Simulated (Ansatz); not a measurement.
# ClH₅InNSi (built from SMILES [NH2][In]([SiH3])[Cl]): search for a transition state

Wanted: the transition state of a 1,2-elimination (form Si2–H4 and break In1–Si2, N3–H4). The guess is relaxed with those distances held, a saddle search follows, and vibrations and two downhill relaxations check it.

Computed with Ansatz 0.2.0, Gaussian basis. Level: PBE0-D4, def2-SVP first, then def2-TZVP.

145 further runs of the same task are left out: 2 that didn't finish, 143 set aside as unsound or not needed.

## (1) The starting structure

The guess: 9 atoms, charge 0, spin multiplicity 1.

Atoms are counted from 1 here; the program's logs count them from 0.

Bond lengths: In1–N3 2.236 Å, In1–Cl5 2.821 Å, Si2–N3 1.705 Å, Si2–H6 1.490 Å, Si2–H7 1.474 Å, Si2–H8 1.475 Å, N3–H9 1.018 Å, H4–Cl5 1.273 Å. Angles: N3–In1–Cl5 79.6°, N3–Si2–H6 104.2°, N3–Si2–H7 112.8°, N3–Si2–H8 115.4°, H6–Si2–H7 107.9°, H6–Si2–H8 108.9°, H7–Si2–H8 107.3°, In1–N3–Si2 146.1°, In1–N3–H9 102.9°, Si2–N3–H9 108.4°, In1–Cl5–H4 76.0°.

As a file:

```xyz
9
charge 0, multiplicity 1
In   -1.48600   -1.11720   -1.92040
Si    0.76580   -0.10020    0.93180
N     0.25760   -0.66390   -0.59550
H    -1.08960    1.22900   -0.44430
Cl   -2.08750    1.53570   -1.17340
H    -0.30330    0.85360    1.34250
H     2.03770    0.64150    0.87260
H     0.90790   -1.13440    1.97360
H     0.99740   -1.24400   -0.98690
```

Distances that are to change: Si2–H4 2.67 Å, In1–Si2 3.77 Å, N3–H4 2.33 Å.

## (2) Constrained relaxation of the guess

Input file hold/in.yaml:

```yaml
crystal:
  periodic: [false, false, false]
  atoms:
    - {symbol: In, position_ang: [-1.486000, -1.117200, -1.920400]}
    - {symbol: Si, position_ang: [0.765800, -0.100200, 0.931800]}
    - {symbol: N, position_ang: [0.257600, -0.663900, -0.595500]}
    - {symbol: H, position_ang: [-1.089600, 1.229000, -0.444300]}
    - {symbol: Cl, position_ang: [-2.087500, 1.535700, -1.173400]}
    - {symbol: H, position_ang: [-0.303300, 0.853600, 1.342500]}
    - {symbol: H, position_ang: [2.037700, 0.641500, 0.872600]}
    - {symbol: H, position_ang: [0.907900, -1.134400, 1.973600]}
    - {symbol: H, position_ang: [0.997400, -1.244000, -0.986900]}
basis:
  gaussian: {orbitals: def2-SVP}
hamiltonian: {xc: pbe0, dispersion: d4}
relax: {f_tol: 0.04, max_steps: 150, escape_saddle: false, constraints: [{distance: [1, 3]}, {distance: [0, 1]}, {distance: [2, 3]}]}
```

Run with:

```console
$ ansatz run in.yaml --threads 4 --pin off --events-out ev --progress --plain --max-ram 9574MiB
```

Output, shortened:

```text
Functional definition: PBE0
  name "PBE0"
  cite "Adamo & Barone, J. Chem. Phys. 110, 6158 (1999) doi:10.1063/1.478522"
  cite "Perdew, Burke & Ernzerhof, Phys. Rev. Lett. 77, 3865 (1996) doi:10.1103/PhysRevLett.77.3865"
  parent pbe
[...]
1145 factors; integrals over basis functions are off by at most 4.7e-4 eV
[...]
mean field -27129.59946209 eV, -996.9943911290 hartree, gradient 4.6e-5 eV, S^2 0.000000; 0 other end points of the search recorded, 0 dependent functions left out
[...]
reference -27129.59949377 eV, -996.9943922929 hartree; 32, 32 occupied and 69, 69 virtual orbitals, 1145 factors
[...]
Atom 1 at     0.708681    -0.122493     0.941489 Å, force    -0.132700    -0.239552    -0.235431 eV/Å
Atom 2 at     0.223647    -0.738294    -0.614311 Å, force    -0.132886     0.202347     0.005013 eV/Å
Atom 3 at    -0.934140     1.281705    -0.618094 Å, force    -0.008604    -0.104871    -0.121306 eV/Å
Atom 4 at    -2.105615     1.671434    -1.038787 Å, force     0.018190     0.002656     0.008071 eV/Å
Atom 5 at    -0.342492     0.839651     1.414792 Å, force    -0.009725    -0.003453    -0.000465 eV/Å
Atom 6 at     2.005458     0.631173     0.862028 Å, force    -0.000094     0.004620     0.007395 eV/Å
Atom 7 at     0.879032    -1.139407     2.035472 Å, force    -0.004786    -0.006777    -0.007671 eV/Å
Atom 8 at     1.053985    -1.071130    -1.113548 Å, force     0.004699     0.003861    -0.003492 eV/Å
Dipole moment:    -0.013123    -0.245352    -0.338803 e Å
```

Wall time 25 s (4 threads of Arm Neoverse N1, shared host).

Step by step: (the energy doesn't fall at every step)

```csv
step,energy from step 1 (eV),largest force component (eV/Å)
1,0.0000,0.9132
2,-0.1434,0.4715
3,-0.1598,0.2075
4,-0.1286,1.2849
5,-0.1723,0.1406
6,-0.1705,0.4760
7,-0.1771,0.0182
```

Distances of close pairs at the start and the end, largest changes first:

```csv
bond,before (Å),after (Å),change (Å)
In1–Cl5,2.821,3.196,+0.375
Si2–N3,1.705,1.742,+0.037
H4–Cl5,1.273,1.304,+0.031
Si2–H8,1.475,1.503,+0.028
Si2–H7,1.474,1.502,+0.028
In1–N3,2.236,2.210,-0.026
Si2–H6,1.490,1.502,+0.011
N3–H9,1.018,1.024,+0.006
```

## (3) A starting Hessian

Input file hessian/in.yaml:

```yaml
crystal:
  periodic: [false, false, false]
  atoms:
    - {symbol: In, position_ang: [-1.488555, -1.352540, -1.869041]}
    - {symbol: Si, position_ang: [0.708681, -0.122493, 0.941489]}
    - {symbol: N, position_ang: [0.223647, -0.738294, -0.614311]}
    - {symbol: H, position_ang: [-0.934140, 1.281705, -0.618094]}
    - {symbol: Cl, position_ang: [-2.105615, 1.671434, -1.038787]}
    - {symbol: H, position_ang: [-0.342492, 0.839651, 1.414792]}
    - {symbol: H, position_ang: [2.005458, 0.631173, 0.862028]}
    - {symbol: H, position_ang: [0.879032, -1.139407, 2.035472]}
    - {symbol: H, position_ang: [1.053985, -1.071130, -1.113548]}
basis:
  gaussian: {orbitals: def2-SVP}
hamiltonian: {xc: pbe0, dispersion: d4}
phonons: {}
scf: {lower_state_search: off}
```

Run with:

```console
$ ansatz run in.yaml --threads 4 --pin off --events-out ev --progress --plain --max-ram 9574MiB
```

Output, shortened:

```text
[... 5 set-up lines as earlier in the session ...]
[...]
1148 factors; integrals over basis functions are off by at most 4.6e-4 eV
[...]
mean field -27129.76701143 eV, -997.0005484536 hartree, gradient 3.4e-6 eV, S^2 0.000000; 0 other end points of the search recorded, 0 dependent functions left out
[...]
WARN: phonons: modes at or below zero, which the zero-point energy, F, S and C_V leave out: 1, the lowest at -294.61 cm⁻¹. A minimum has none, and a first-order saddle one
[...]
Atom 7 at     0.879032    -1.139407     2.035472 Å, force    -0.004803    -0.006761    -0.007684 eV/Å
Atom 8 at     1.053985    -1.071130    -1.113548 Å, force     0.004729     0.003844    -0.003503 eV/Å
Dipole moment:    -0.013124    -0.245354    -0.338805 e Å
Vibrations: -294.61 58.58 87.32 103.15 144.45 249.52 328.20 346.68 460.23 698.74 716.26 860.62 926.44 970.53 990.60 1079.71 2171.66 2187.67 2197.16 2783.48 3518.82 cm⁻¹, zero-point energy 1.294385 eV
Checks for a lower state left out: stability, starts, cluster_reference, orbital_swaps, neighbouring_geometries, increment
```

It took 1.7 min on 4 threads of Arm Neoverse N1, shared host.

The structure is not stationary yet, so these wavenumbers are no spectrum; the search needs only the force constants.

## (4) Saddle search in the small basis

The search itself is an outer loop (partitioned rational-function steps, Bofill update of the Hessian). Each step is one single-point run with forces. It stops when the largest force is under 0.04 eV/Å and the followed curvature is negative. The first step's input:

Input file presaddle/in.yaml:

```yaml
crystal:
  periodic: [false, false, false]
  atoms:
    - {symbol: In, position_ang: [-1.488555, -1.352540, -1.869041]}
    - {symbol: Si, position_ang: [0.708681, -0.122493, 0.941489]}
    - {symbol: N, position_ang: [0.223647, -0.738294, -0.614311]}
    - {symbol: H, position_ang: [-0.934140, 1.281705, -0.618094]}
    - {symbol: Cl, position_ang: [-2.105615, 1.671434, -1.038787]}
    - {symbol: H, position_ang: [-0.342492, 0.839651, 1.414792]}
    - {symbol: H, position_ang: [2.005458, 0.631173, 0.862028]}
    - {symbol: H, position_ang: [0.879032, -1.139407, 2.035472]}
    - {symbol: H, position_ang: [1.053985, -1.071130, -1.113548]}
basis:
  gaussian: {orbitals: def2-SVP}
hamiltonian: {xc: pbe0, dispersion: d4}
output: {forces: true}
scf: {lower_state_search: off}
```

Run with:

```console
$ ansatz run in.yaml --threads 4 --pin off --events-out ev --progress --plain --max-ram 9574MiB
```

Step by step:

```csv
step,energy (eV),largest force (eV/Å),followed curvature (eV/Å²)
1,-27129.99745,0.3479,-0.64
2,-27130.00925,0.1367,-0.51
3,-27130.00876,0.1119,-0.40
4,-27130.01003,0.0876,-0.52
5,-27130.00991,0.1785,-0.55
6,-27130.01077,0.0481,-0.67
7,-27130.00999,0.1432,-0.74
8,-27130.00872,0.2292,-0.94
9,-27130.01027,0.0920,-1.05
10,-27130.01078,0.0447,-1.06
11,-27130.01092,0.0078,-1.04
```

The 11 steps took 21 s in all (4 threads of Arm Neoverse N1, shared host).

## (5) Saddle search in triple zeta

The search itself is an outer loop (partitioned rational-function steps, Bofill update of the Hessian). Each step is one single-point run with forces. It stops when the largest force is under 0.01 eV/Å and the followed curvature is negative. The first step's input:

Input file saddle/in.yaml:

```yaml
crystal:
  periodic: [false, false, false]
  atoms:
    - {symbol: In, position_ang: [-1.457122, -1.376834, -1.718051]}
    - {symbol: Si, position_ang: [0.728344, -0.139358, 0.880056]}
    - {symbol: N, position_ang: [0.335230, -0.739091, -0.685926]}
    - {symbol: H, position_ang: [-1.047277, 1.426956, -0.455358]}
    - {symbol: Cl, position_ang: [-2.178616, 1.659657, -1.050346]}
    - {symbol: H, position_ang: [-0.320912, 0.881550, 1.243947]}
    - {symbol: H, position_ang: [2.052809, 0.565755, 0.925021]}
    - {symbol: H, position_ang: [0.736909, -1.132255, 2.009705]}
    - {symbol: H, position_ang: [1.150633, -1.146280, -1.149046]}
basis:
  gaussian: {orbitals: def2-TZVP}
hamiltonian: {xc: pbe0, dispersion: d4}
output: {forces: true}
scf: {lower_state_search: off}
```

Run with:

```console
$ ansatz run in.yaml --threads 4 --pin off --events-out ev --progress --plain --max-ram 9574MiB
```

Step by step:

```csv
step,energy (eV),largest force (eV/Å),followed curvature (eV/Å²)
1,-27139.13952,0.2116,-1.04
2,-27139.15039,0.0628,-1.02
3,-27139.15035,0.1193,-1.01
4,-27139.15176,0.0444,-1.05
5,-27139.15100,0.1557,-1.13
6,-27139.15200,0.0086,-1.15
```

The 6 steps took 24 s in all (4 threads of Arm Neoverse N1, shared host).

The point found:

```xyz
9

In   -1.45921   -1.44194   -1.61761
Si    0.72284   -0.16226    0.88799
N     0.33461   -0.76247   -0.66433
H    -1.05027    1.47285   -0.50290
Cl   -2.14121    1.77155   -1.12346
H    -0.36851    0.78348    1.29276
H     2.00371    0.60381    0.91150
H     0.80760   -1.17239    1.98670
H     1.15045   -1.09255   -1.17065
```

Followed mode, largest move set to 1: H4 (-0.47, 0.38, 0.80); H9 (0.15, -0.48, 0.09); H6 (0.00, 0.06, -0.39); N3 (0.18, -0.34, -0.05).

## (6) Checking the order of the point

Input file vib/in.yaml:

```yaml
crystal:
  periodic: [false, false, false]
  atoms:
    - {symbol: In, position_ang: [-1.459211, -1.441936, -1.617605]}
    - {symbol: Si, position_ang: [0.722838, -0.162257, 0.887993]}
    - {symbol: N, position_ang: [0.334610, -0.762473, -0.664328]}
    - {symbol: H, position_ang: [-1.050275, 1.472853, -0.502902]}
    - {symbol: Cl, position_ang: [-2.141208, 1.771555, -1.123464]}
    - {symbol: H, position_ang: [-0.368514, 0.783484, 1.292756]}
    - {symbol: H, position_ang: [2.003712, 0.603810, 0.911497]}
    - {symbol: H, position_ang: [0.807597, -1.172388, 1.986703]}
    - {symbol: H, position_ang: [1.150452, -1.092549, -1.170651]}
basis:
  gaussian: {orbitals: def2-TZVP}
hamiltonian: {xc: pbe0, dispersion: d4}
phonons: {temperatures: {t_min: 298.15, t_max: 900, t_step: 200}}
```

Run with:

```console
$ ansatz run in.yaml --threads 4 --pin off --events-out ev --progress --plain --max-ram 9574MiB
```

Output, shortened:

```text
[... 5 set-up lines as earlier in the session ...]
[...]
1392 factors; their error is unknown
[...]
mean field -27138.92203782 eV, -997.3369894680 hartree, gradient 2.6e-5 eV, S^2 0.000000; 0 other end points of the search recorded, 0 dependent functions left out
[...]
WARN: phonons: modes at or below zero, which the zero-point energy, F, S and C_V leave out: 1, the lowest at -247.39 cm⁻¹. A minimum has none, and a first-order saddle one
[...]
Atom 6 at     2.003712     0.603810     0.911497 Å, force    -0.001445    -0.001291    -0.000049 eV/Å
Atom 7 at     0.807597    -1.172388     1.986703 Å, force     0.001094     0.000625    -0.001251 eV/Å
Atom 8 at     1.150452    -1.092549    -1.170651 Å, force     0.006762    -0.001328    -0.005044 eV/Å
Dipole moment:    -0.001767    -0.267013    -0.266899 e Å
Vibrations: -247.39 40.98 66.95 88.98 110.93 171.36 311.28 367.12 387.87 691.22 718.28 897.03 927.09 975.70 995.74 1044.71 2148.11 2169.42 2187.57 2858.77 3544.46 cm⁻¹, zero-point energy 1.283456 eV
```

It took 3.3 min on 4 threads of Arm Neoverse N1, shared host.

Wavenumbers and character of the modes:

```csv
mode,wavenumber (cm⁻¹),character
1,247i,changes N3–H4
2,41,torsion
3,67,torsion
4,89,"not assigned (largely outside the bonds, angles and torsions drawn)"
5,111,"not assigned (largely outside the bonds, angles and torsions drawn)"
6,171,"not assigned (largely outside the bonds, angles and torsions drawn)"
7,311,torsion
8,367,"not assigned (largely outside the bonds, angles and torsions drawn)"
9,388,"not assigned (largely outside the bonds, angles and torsions drawn)"
10,691,bend
11,718,bend
12,897,Si–N stretch
13,927,bend with torsion
14,976,bend with torsion
15,996,bend
16,1045,bend
17,2148,Si–H stretch
18,2169,Si–H stretch
19,2188,Si–H stretch
20,2859,Cl–H stretch
21,3544,N–H stretch
```

Vibrational sums (real modes only):

```csv
T (K),entropy (J/mol/K),heat capacity (J/mol/K)
298,97.9,76.0
498,143.3,100.6
698,179.9,116.3
898,210.6,127.6
```

Modes under 50 cm⁻¹ weigh heavily in the entropy, and the harmonic picture is poor for them.

[end of part 1 of 3]
